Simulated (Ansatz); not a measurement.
# H₃ (doublet): the correlation ladder at distance H1–H2 along a hydrogen transfer = 0.808 Å, cc-pVQZ

The task here is to estimate one member of a computed series from the others.

Computed with Ansatz 0.2.0, Gaussian basis. Level: cc-pVQZ, core rule «outside noble gas», up to 0 orbitals frozen.

Plan: UHF; CCSD(T) on ROHF; BCCD(T) on ROHF.

11 further runs of the same task are left out: 3 that didn't finish, 8 set aside as unsound or not needed.

## What is computed

The geometry derives from fragments relaxed apart (PBE0/def2-TZVP) and kept rigid, so it is no stationary point. A hydrogen atom is moved between rigid fragments.

3 atoms, charge 0, spin multiplicity 2.

Atoms are counted from 1 here; the program's logs count them from 0.

Bond lengths: H1–H2 0.808 Å.

Geometry (Å):

| atom | x (Å) | y (Å) | z (Å) |
| --- | --- | --- | --- |
| H1 | 0.0000 | 0.0000 | -0.8400 |
| H2 | 0.0000 | 0.0000 | -0.0320 |
| H3 | 0.0000 | 0.0000 | 0.8720 |

Set-up of the first run:

Contents of in.yaml:

```yaml
crystal:
  periodic: [false, false, false]
  atoms:
    - {symbol: H, position_ang: [0.000000, 0.000000, -0.840000]}
    - {symbol: H, position_ang: [0.000000, 0.000000, -0.032000]}
    - {symbol: H, position_ang: [0.000000, 0.000000, 0.872000]}
basis:
  gaussian: {orbitals: cc-pVQZ}
magnetization: {spin_polarized: true, initial_magnetization: 1}
hamiltonian: {xc: hf}
output: {orbitals: {seedname: orbitals}}
```

Command:

```
$ ansatz run in.yaml --threads 1 --pin off --events-out ev --progress --plain --max-ram 2393MiB
```

Steps of the session up to this table: UHF; CCSD(T) on ROHF; BCCD(T) on ROHF.

One of the session's tables, all rows but one given; the rest of the session is left out.

It belongs to the step «Misses and costs». 

```
  method  from RCCSD(T) (kcal/mol)
    ROHF                    +38.41
     UHF                    +33.11
    RMP2                     +6.75
   RCCSD                         ?
RCCSD(T)                         0
 BCCD(T)                      0.00
```

Estimate the missing values for RCCSD.

As computed: from RCCSD(T) (kcal/mol): +0.38. In the column «from RCCSD(T) (kcal/mol)» it lies between BCCD(T) (0.00) and RMP2 (+6.75).
